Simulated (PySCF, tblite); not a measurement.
# C2H10AlN3Si: geometry, infrared bands and NMR shifts

Wanted: the infrared bands and NMR shifts of C2H10AlN3Si (`[SiH3][NH][Al]1[NH]CC[NH]1`), by calculation.

Programs: tblite 0.8.0 and PySCF 2.14.0, with density-fitted response routines of our own. Each step states its level of theory. These are calculated values for one molecule in the gas phase, unless marked as measured. Atoms count from 0, in the outputs and in this text.

### 1 The molecule as given

17 atoms, charge 0, multiplicity 1; geometry from: force field or distance geometry start.

Bonds of the start (Å): Si0–N1 1.80, N1–Al2 1.90, Al2–N3 1.88, N3–C4 1.49, C4–C5 1.54, C5–N6 1.47, N6–Al2 1.86, Si0–H7 1.47, Si0–H8 1.47, Si0–H9 1.46, N1–H10 1.05, N3–H11 1.04, C4–H12 1.12, C4–H13 1.10, C5–H14 1.11, C5–H15 1.13, N6–H16 1.05.

### 2 Optimising the geometry with GFN2-xTB

The job: settings as JSON, then the geometry in Å.

```
{"job": {"kind": "relax", "xc": "GFN2-xTB", "basis": "xTB"}, "charge": 0, "multiplicity": 1}
Si     2.367700     0.952000    -0.227300
N      1.712400    -0.090300    -1.537000
Al    -0.043100    -0.619900    -1.021800
N     -1.365900     0.706100    -0.813400
C     -2.081700     0.158200     0.367500
C     -1.141300    -0.639300     1.297300
N     -0.307200    -1.588400     0.546900
H      2.411400     0.218300     1.047500
H      1.507300     2.137900    -0.073800
H      3.715800     1.384600    -0.573700
H      2.296600    -0.963500    -1.540100
H     -2.006700     0.646900    -1.630400
H     -2.915400    -0.507400     0.040300
H     -2.530800     0.999900     0.923300
H     -1.748000    -1.186300     2.046200
H     -0.494800     0.078800     1.875300
H      0.616600    -1.675600     1.036500
```

On the command line:

```bash
> OMP_NUM_THREADS=1 python probes_run.py task.json out
```

One launch serves the whole session: the jobs run in the order shown.

**Question.** This job is followed by: GFN2-xTB harmonic vibrations, gas phase; GIAO PBE0/pcSseg-1 NMR shielding, non-relativistic, gas phase. Predict these results of the whole session: strongest single infrared mode (GFN2-xTB); zero-point energy (GFN2-xTB); 13C shifts against TMS (PBE0/pcSseg-1, means over atoms taken as alike); 1H shifts against TMS (PBE0/pcSseg-1, means over atoms taken as alike); 29Si shifts against TMS (PBE0/pcSseg-1); 15N shifts against NH3 (PBE0/pcSseg-1, means over atoms taken as alike); 27Al shifts against AlH4- (PBE0/pcSseg-1); surface potential, 1st and 99th percentile.

The runs gave:

| quantity | value |
| --- | --- |
| strongest single infrared mode (GFN2-xTB) | 2173 cm⁻¹, 477 km/mol |
| zero-point energy (GFN2-xTB) | 77.7 kcal/mol |
| 13C shifts against TMS (PBE0/pcSseg-1, means over atoms taken as alike) | 48.1 ppm |
| 1H shifts against TMS (PBE0/pcSseg-1, means over atoms taken as alike) | 4.90, 3.45, 0.31, -0.51 ppm |
| 29Si shifts against TMS (PBE0/pcSseg-1) | -54.4 ppm |
| 15N shifts against NH3 (PBE0/pcSseg-1, means over atoms taken as alike) | 18.1, -0.3 ppm |
| 27Al shifts against AlH4- (PBE0/pcSseg-1) | 72.8 ppm |
| surface potential, 1st and 99th percentile | -1.07 V and 1.52 V |

**Reading.** Relaxing lowered the energy by 1.239 eV in 249 steps; the close pair that moved most is N1–Al2, from 1.905 to 1.793 Å. No mode is imaginary among the 45: a minimum at this level. The strongest single mode, at 2173 cm⁻¹, moves mainly H7 and H9. GFN2-xTB is a fitted tight-binding method: band positions and strengths are rough. Its intensities can rank the bands wrongly. At PBE0/pcSseg-1: Shielding is most anisotropic at Al2 (span 135 ppm, paramagnetic term -383 ppm).
